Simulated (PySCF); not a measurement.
**BeZn with other numerical set-ups**

The method stays; parts of the set-up, such as the basis or the Hamiltonian, are changed.

The runs use PySCF 2.14.0; method and basis as typed in the scripts.

2 further runs of the same task are left out: 2 that didn't finish.

## (1) The starting structure

BeZn: 2 atoms, charge 0, spin multiplicity 1.

Bond lengths: Be1–Zn2 2.042 Å.

## (2) Base script

input.py

```python
from pyscf import gto, scf

mol = gto.M(
    atom='Be 0 0 0; Zn 0 0 2.042',
    basis='x2c-svpall',
    charge=0,
    spin=0,
    verbose=4,
)
mf = scf.UHF(mol)
mf = mf.sfx2c1e()
mf.kernel()
mf.stability(internal=True, external=True)
mf.dip_moment()
print('orbital energies (hartree):', [e[max(0, n-3):n+3].round(4) for e, n in zip(mf.mo_energy, mol.nelec)])
```

Started as:

```
$ OMP_NUM_THREADS=1 python input.py
```

Its log is not repeated here.

Base result: E(SCF) = -1808.447101 Eh, 12 cycles, μ = 0.98 D, internal unstable; real -> complex stable; UHF/UKS -> GHF/GKS unstable.

The bond length is a typed value, not an optimised one. A lower solution of the same kind exists, so this energy is an upper bound.

## (3) Def2-svpd (X2C off)

Edit 1 changes basis set: x2c-svpall → def2-svpd; spin-free X2C: on → off.

input.py

```python
from pyscf import gto, scf

mol = gto.M(
    atom='Be 0 0 0; Zn 0 0 2.042',
    basis='def2-svpd',
    charge=0,
    spin=0,
    verbose=4,
)
mf = scf.UHF(mol)
mf.kernel()
mf.stability(internal=True, external=True)
mf.dip_moment()
print('orbital energies (hartree):', [e[max(0, n-3):n+3].round(4) for e, n in zip(mf.mo_energy, mol.nelec)])
```

Started as:

```
$ OMP_NUM_THREADS=1 python input.py
```

## (4) Cartesian functions on

Edit 2 changes Cartesian functions: off → on.

Edit input.py of step 2 so:

```diff
@@ -7,2 +7,3 @@
     spin=0,
+    cart=True,
     verbose=4,
```

## (5) 6-31g (X2C off)

Edit 3 changes basis set: x2c-svpall → 6-31g; spin-free X2C: on → off.

Edit input.py of step 2 so:

```diff
@@ -4,3 +4,3 @@
     atom='Be 0 0 0; Zn 0 0 2.042',
-    basis='x2c-svpall',
+    basis='6-31g',
     charge=0,
@@ -10,3 +10,2 @@
 mf = scf.UHF(mol)
-mf = mf.sfx2c1e()
 mf.kernel()
```

## (6) Density fitting auto

Edit 4 changes density fitting: none → auto.

Edit input.py of step 2 so:

```diff
@@ -11,2 +11,3 @@
 mf = mf.sfx2c1e()
+mf = mf.density_fit()
 mf.kernel()
```

Before running it: what results should come out? Wanted: for each run, E(SCF); from base; gap; SCF dipole; after the SCF.

The runs gave:

| run | E(SCF) (hartree) | from base (eV) | cycles | gap (eV) | SCF dipole (D) | functions | after the SCF |
| --- | --- | --- | --- | --- | --- | --- | --- |
| base | -1808.447101 | 0 | 12 | 6.69 | 0.98 | 45 | unstable: internal, UHF/UKS -> GHF/GKS |
| def2-svpd (X2C off) | -1792.058131 | not comparable | 12 | 6.06 | 0.97 | 46 | unstable: internal, UHF/UKS -> GHF/GKS |
| Cartesian functions on | -1808.453384 | -0.1710 | 13 | 6.71 | 1.02 | 51 | unstable: internal, UHF/UKS -> GHF/GKS |
| 6-31g (X2C off) | -1791.995736 | not comparable | 12 | 6.31 | 0.05 | 36 | unstable: internal, UHF/UKS -> GHF/GKS |
| density fitting auto | -1808.447076 | +0.0007 | 12 | 6.69 | 0.98 | 45 | unstable: internal, UHF/UKS -> GHF/GKS |

The largest comparable shift of the SCF energy, -0.171 eV, comes with the run “Cartesian functions on”.
